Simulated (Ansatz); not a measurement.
# SVWN5/def2-TZVPPD run of GaH3 (SMILES [GaH3])

Aim: the electronic atomisation energy of GaH3 at SVWN5/def2-TZVPPD, from 3 runs. 

The calculation is run with Ansatz 0.2.0.

27 further runs of the same task are left out: 3 that didn't finish, 24 set aside as unsound or not needed. Runs told in other sessions of the task aren't counted.

## (1) The system as given

GaH3: 4 atoms, total charge 0, spin state singlet. As SMILES, `[GaH3]`. The shape is that of a PBE0-D4/def2-TZVP optimisation.

Bond lengths: Ga1–H2 1.568 Å, Ga1–H3 1.568 Å, Ga1–H4 1.568 Å. Angles: H2–Ga1–H3 120.0°, H2–Ga1–H4 120.0°, H3–Ga1–H4 120.0°.

## (2) The energy at SVWN5/def2-TZVPPD

Input file in.yaml:

```yaml
crystal:
  periodic: [false, false, false]
  atoms:
    - {symbol: Ga, position_ang: [0.013400, -0.014900, -0.004600]}
    - {symbol: H, position_ang: [1.252400, 0.343800, 0.887700]}
    - {symbol: H, position_ang: [-0.552100, -1.477800, -0.009700]}
    - {symbol: H, position_ang: [-0.658400, 1.088700, -0.893700]}
basis:
  gaussian: {orbitals: def2-TZVPPD.json}
hamiltonian: {xc: {name: SVWN5}}
accuracy: high
output: {orbitals: {seedname: orbitals}}
```

The basis set def2-TZVPPD is read from a file made from the Basis Set Exchange's data (not shown).

The run is started by

```
$ ansatz run in.yaml --threads 1 --pin off --max-ram 3480MiB --events-out events.jsonl --progress --plain --runs-dir runs
```

Output:

```text
Warning: RAYON_NUM_THREADS=1 ignored (pool sized by the plan → 1); use --threads N
Functional definition: SVWN5
  name "SVWN5"
  exchange = slater_x
  correlation = vwn5_c
1581 factors; integrals over basis functions are off by at most 4.3e-9 eV
mean field evaluation 1: about -52341.1939 eV, gradient 3.9e1 eV
mean field evaluation 2: about -52340.3772 eV, gradient 5.8e1 eV
mean field evaluation 4: about -52342.8042 eV, gradient 1.0e-1 eV
mean field evaluation 8: about -52342.8003 eV, gradient 2.0e-2 eV
mean field evaluation 16: about -52342.8003 eV, gradient 4.2e-8 eV
mean field -52342.80025441 eV, -1923.5624301254 hartree, gradient 4.4e-8 eV, S^2 0.000000; 0 other end points of the search recorded, 0 dependent functions left out
reference -52342.80025769 eV, -1923.5624302460 hartree; 17, 17 occupied and 88, 88 virtual orbitals, 1581 factors
Total energy: -52342.80025769 eV, -1923.5624302460 hartree
```

Wall time 4.8 s (1 thread of Arm Neoverse N1, shared host); peak memory 0.2 GiB.

## (3) The Ga atom at the same level

Input file in.yaml:

```yaml
crystal:
  periodic: [false, false, false]
  atoms:
    - symbol: Ga
      position_ang: [0.000000, 0.000000, 0.000000]
basis:
  gaussian:
    orbitals: def2-TZVPPD.json
magnetization:
  spin_polarized: true
  initial_magnetization: 1
hamiltonian:
  xc: {name: SVWN5}
accuracy: high
```

The basis set def2-TZVPPD is read from a file made from the Basis Set Exchange's data (not shown).

Run the same way, it converges to -1921.78225 Eh (log not shown).

## (4) The H atom, same level

Input file molecule.yaml:

```yaml
crystal:
  periodic: [false, false, false]
  atoms:
    - {symbol: H, position_ang: [0.000000, 0.000000, 0.000000]}
basis:
  gaussian: {orbitals: def2-TZVPPD.json}
magnetization: {spin_polarized: true, initial_magnetization: 1}
hamiltonian: {xc: {name: SVWN5}}
accuracy: high
```

The basis set def2-TZVPPD is read from a file made from the Basis Set Exchange's data (not shown).

The run is started by

```
$ ansatz run molecule.yaml --threads 1 --pin off --max-ram 3480MiB --events-out events.jsonl --progress --plain --runs-dir runs
```

Output:

```text
Warning: RAYON_NUM_THREADS=1 ignored (pool sized by the plan → 1); use --threads N
Functional definition: SVWN5
  name "SVWN5"
  exchange = slater_x
  correlation = vwn5_c
117 factors; integrals over basis functions are off by at most 2.6e-9 eV
mean field evaluation 1: about -13.0142 eV, gradient 4.5e-1 eV
mean field evaluation 2: about -13.0141 eV, gradient 4.5e-1 eV
mean field evaluation 4: about -13.0164 eV, gradient 6.4e-5 eV
mean field evaluation 8: about -13.0164 eV, gradient 1.8e-7 eV
mean field -13.01639852 eV, -0.4783438226 hartree, gradient 4.8e-10 eV, S^2 0.750000; 0 other end points of the search recorded, 0 dependent functions left out
reference -13.01640029 eV, -0.4783438880 hartree; 1, 0 occupied and 16, 17 virtual orbitals, 117 factors
Total energy: -13.01640029 eV, -0.4783438880 hartree
```

Wall time 0.16 s (1 thread of Arm Neoverse N1, shared host).

## (5) Outcome

At SVWN5/def2-TZVPPD:

```
                     quantity           value
       molecule: total energy  -1923.56243 Eh
        molecule: HOMO energy        -7.39 eV
        molecule: LUMO energy        -2.91 eV
      molecule: HOMO–LUMO gap         4.48 eV
        Ga atom: total energy  -1921.78225 Eh
                Ga atom: ⟨S²⟩           0.751
         H atom: total energy     -0.47834 Eh
                 H atom: ⟨S²⟩           0.750
electronic atomisation energy        9.392 eV
```

Taking the molecule apart into free atoms costs 9.39 eV (906 kJ/mol), before zero-point energy and without spin-orbit coupling.
